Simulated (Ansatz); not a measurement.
A nudged elastic band was laid between two geometries of a periodic cell of 63 atoms, Mg32O31 (host MgO, host structure Fm-3m, one O atom removed).

These are results of DFT PBEsol, scalar-relativistic, plane waves, PAW (Ansatz), not measurements. Settings: PAW set soft_1, cutoff 420 eV, k mesh 1x1x1, gaussian smearing 0.02 eV, no spin polarisation.

* movable images: 5
* climbing image: yes
* spring: 5.0 eV/Å²
* optimiser: quadratic models (default)
* start path: IDPP
* force threshold: 0.05 eV/Å
* iteration limit: 80
* end points: relaxed

Initial state:

```xyz
63
Lattice="8.7942 0.0000 0.0000 0.0000 8.7942 0.0000 0.0000 0.0000 8.7942" Properties=species:S:1:pos:R:3
Mg 4.404 -0.010 -0.003
O 6.601 2.190 2.200
Mg 6.600 2.190 -0.020
O -0.001 4.396 2.199
Mg 6.600 -0.030 2.198
O -0.001 2.190 4.403
Mg 0.003 -0.009 -0.001
Mg 2.203 2.192 -0.085
O 4.408 4.395 2.199
Mg 4.403 4.390 -0.001
O 6.601 6.588 2.199
Mg 6.601 6.587 -0.005
O -0.001 -0.014 2.199
Mg 2.203 -0.093 2.198
O 4.409 2.191 4.404
Mg 4.487 2.190 2.198
O 6.601 4.390 4.398
Mg 6.600 4.410 2.199
O 0.006 6.588 4.398
Mg 4.403 -0.011 4.400
O 6.601 2.191 6.596
Mg 6.600 2.189 4.418
O 0.005 4.388 6.595
Mg 6.600 -0.015 6.596
O -0.001 2.190 -0.005
Mg 0.003 4.390 0.001
O 2.204 6.588 2.198
Mg 2.203 6.588 -0.020
O 4.409 -0.014 2.198
Mg -0.081 2.189 2.201
O 2.205 4.395 4.402
Mg 2.203 4.474 2.201
O 4.403 6.587 4.398
Mg 4.422 6.587 2.199
O 6.601 -0.009 4.398
Mg 0.002 -0.010 4.401
O 2.204 2.189 6.597
Mg 2.204 2.189 4.483
O 4.403 4.389 6.596
Mg 4.403 4.391 4.399
O 6.601 6.587 6.596
Mg 6.599 6.588 4.404
O 0.005 -0.009 6.596
Mg 2.204 -0.028 6.598
O 4.409 2.192 -0.006
Mg 4.424 2.191 6.596
O 6.602 4.389 0.000
Mg 6.601 4.395 6.595
O 0.005 6.587 0.000
Mg -0.016 6.588 2.200
O 2.205 -0.014 4.404
Mg 0.002 4.391 4.399
O 2.205 6.587 6.596
Mg 2.203 6.589 4.419
O 4.404 -0.008 6.597
Mg -0.017 2.191 6.596
O 2.204 4.394 -0.006
Mg 2.203 4.409 6.597
O 4.403 6.586 0.000
Mg 4.408 6.586 6.597
O 6.601 -0.009 0.000
Mg -0.002 6.587 6.597
O 2.204 -0.013 -0.006
```

Final state:

Only the atoms that move by more than 0.05 Å are listed.
```
Mg8 2.199 2.199 0.000
O9 2.194 2.194 2.199
Mg10 4.397 4.397 -0.088
Mg14 2.178 0.000 2.199
Mg16 4.397 2.110 2.199
Mg18 6.684 4.397 2.199
Mg30 0.000 2.178 2.199
Mg32 2.110 4.397 2.199
Mg34 4.397 6.684 2.199
Mg38 2.199 2.199 4.397
Mg40 4.397 4.397 4.485
```

Q: What changes between the two ends?

A: Contacts lost: O9–Mg10, O9–Mg18, O9–Mg34, O9–Mg40. Contacts made: Mg8–O9, O9–Mg14, O9–Mg30, O9–Mg38. The atom that moves furthest is O9, by 3.12 Å; four of its nearest neighbours are Mg18 2.19, Mg34 2.19, Mg10 2.20, Mg40 2.20 Å at the first end and Mg30 2.19, Mg14 2.19, Mg8 2.20, Mg38 2.20 Å at the last.

Q: What energy profile does the band end with?

A: The forces met the threshold. The highest image is number 3 of 0 to 6, 2.44 eV above the ends, which have the same energy within 2 meV. Neighbouring images differ by up to 1.2 eV, so the band resolves the path poorly. By the program's own check the climbing image is a first-order saddle point (lowest curvatures found: -4.59 and 1.45 eV/Å²). Limits of this set-up: coarse k mesh, PAW files made for another functional, no spin, though dangling bonds at a vacancy may carry it.

| image | path coordinate (Å) | energy (eV) | O9–Mg10 (Å) | O9–Mg18 (Å) | O9–Mg34 (Å) |
| --- | --- | --- | --- | --- | --- |
| 0 | 0.00 | 0.00 | 2.20 | 2.19 | 2.19 |
| 1 | 0.58 | 0.56 | 2.33 | 2.64 | 2.64 |
| 2 | 1.16 | 1.77 | 2.65 | 3.12 | 3.12 |
| 3 | 1.74 | 2.44 | 3.01 | 3.62 | 3.62 |
| 4 | 2.32 | 1.77 | 3.27 | 4.09 | 4.09 |
| 5 | 2.89 | 0.57 | 3.55 | 4.55 | 4.54 |
| 6 | 3.47 | 0.00 | 3.86 | 4.84 | 4.84 |

Q: What is the geometry of the highest image?

A: 
```xyz
63
Lattice="8.7942 0.0000 0.0000 0.0000 8.7942 0.0000 0.0000 0.0000 8.7942" Properties=species:S:1:pos:R:3
Mg 4.403 -0.026 -0.051
O 6.608 2.186 2.183
Mg 6.619 2.190 -0.052
O -0.007 4.401 2.185
Mg 6.641 -0.047 2.202
O 0.018 2.208 4.358
Mg 0.013 0.006 -0.011
Mg 2.225 2.218 -0.106
O 3.300 3.294 2.496
Mg 4.377 4.370 -0.106
O 6.592 6.585 2.195
Mg 6.589 6.581 -0.010
O 0.009 0.002 2.195
Mg 2.179 -0.133 2.205
O 4.485 2.109 4.562
Mg 4.593 2.001 2.116
O 6.581 4.379 4.357
Mg 6.726 4.415 2.205
O -0.011 6.605 4.391
Mg 4.407 0.006 4.447
O 6.644 2.190 6.614
Mg 6.587 2.186 4.448
O -0.044 4.398 6.613
Mg 6.615 -0.021 6.592
O 0.031 2.203 0.032
Mg -0.019 4.397 -0.053
O 2.193 6.601 2.185
Mg 2.196 6.613 -0.052
O 4.407 -0.014 2.183
Mg -0.126 2.172 2.205
O 2.116 4.478 4.563
Mg 2.008 4.586 2.113
O 4.386 6.576 4.358
Mg 4.422 6.720 2.205
O 6.611 -0.017 4.390
Mg 0.020 0.013 4.402
O 2.198 2.191 6.594
Mg 2.304 2.297 4.388
O 4.403 4.397 6.594
Mg 4.300 4.292 4.390
O 6.589 6.583 6.592
Mg 6.582 6.575 4.401
O 0.011 0.005 6.592
Mg 2.199 0.006 6.572
O 4.427 2.167 -0.050
Mg 4.434 2.159 6.606
O 6.570 4.384 0.033
Mg 6.588 4.394 6.571
O -0.005 6.599 0.002
Mg -0.041 6.634 2.203
O 2.215 0.012 4.357
Mg 0.014 4.400 4.447
O 2.196 6.637 6.613
Mg 2.194 6.580 4.446
O 4.405 -0.050 6.614
Mg 0.013 2.194 6.572
O 2.173 4.420 -0.050
Mg 2.168 4.427 6.606
O 4.391 6.563 0.033
Mg 4.401 6.582 6.572
O 6.606 -0.012 0.002
Mg -0.014 6.608 6.591
O 2.209 0.023 0.032
```

Run time: 12 min on 4 threads of Arm Neoverse V1 (shared host), peak memory 2.9 GiB.
